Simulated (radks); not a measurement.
# Cs³⁶⁺ in [Ne] 3s2 3p5.5 3d1 4f0.5: an all-electron calculation

The task here is to estimate one member of a computed series from the others.

Method: Dirac Kohn-Sham, PBE, spin-unpolarised, spherical densities, finite nucleus; open shells fill j = l - 1/2 first. Code: radks (a radial shooting solver on a logarithmic mesh, Libxc functionals) version 1.

## Starting point

```
element            : caesium (Z = 55)
charge             : +36
electrons          : 19
configuration      : [Ne] 3s2 3p5.5 3d1 4f0.5
nuclear rms radius : 4.8041 fm
```

Set-up of the first run:

Settings of this run:

```text
Z 55
configuration [Ne] 3s2 3p5.5 3d1 4f0.5
relativity Dirac
functional pbe,pbe
spin unpolarised
j_filling energy
nucleus finite rms 4.8041 fm
c 137.035999084
```

One of the session's tables, all rows but one given; the rest of the session is left out.

It belongs to the step «Radial structure». Radial moments (bohr):

| level | <r> | outermost maximum (interpolated) | 90 % within | nodes |
| --- | --- | --- | --- | --- |
| 1s1/2 | 0.02611 | 0.0168 | 0.0470 | 0 |
| 2s1/2 | 0.1106 | 0.0946 | 0.171 | 1 |
| 2p1/2 | 0.09311 | 0.0724 | 0.153 | 0 |
| 2p3/2 | 0.09881 | 0.0773 | 0.160 | 0 |
| 3s1/2 | 0.2751 | 0.259 | 0.401 | 2 |
| 3p1/2 | 0.2621 | 0.244 | 0.390 | 1 |
| 3p3/2 | 0.2711 | 0.253 | 0.402 | 1 |
| 3d3/2 | 0.2366 | 0.199 | 0.362 | 0 |
| 3d5/2 | 0.2394 | 0.201 | 0.366 | 0 |
| 4f5/2 | ? | ? | ? | ? |
| 4f7/2 | 0.4592 | 0.404 | 0.670 | 0 |

**Question.** Estimate the row for 4f5/2.

The run gave: <r>: 0.4575; outermost maximum (interpolated): 0.403; 90 % within: 0.669; nodes: 0. In the column «<r>» it lies between 3s1/2 (0.2751) and 4f7/2 (0.4592).
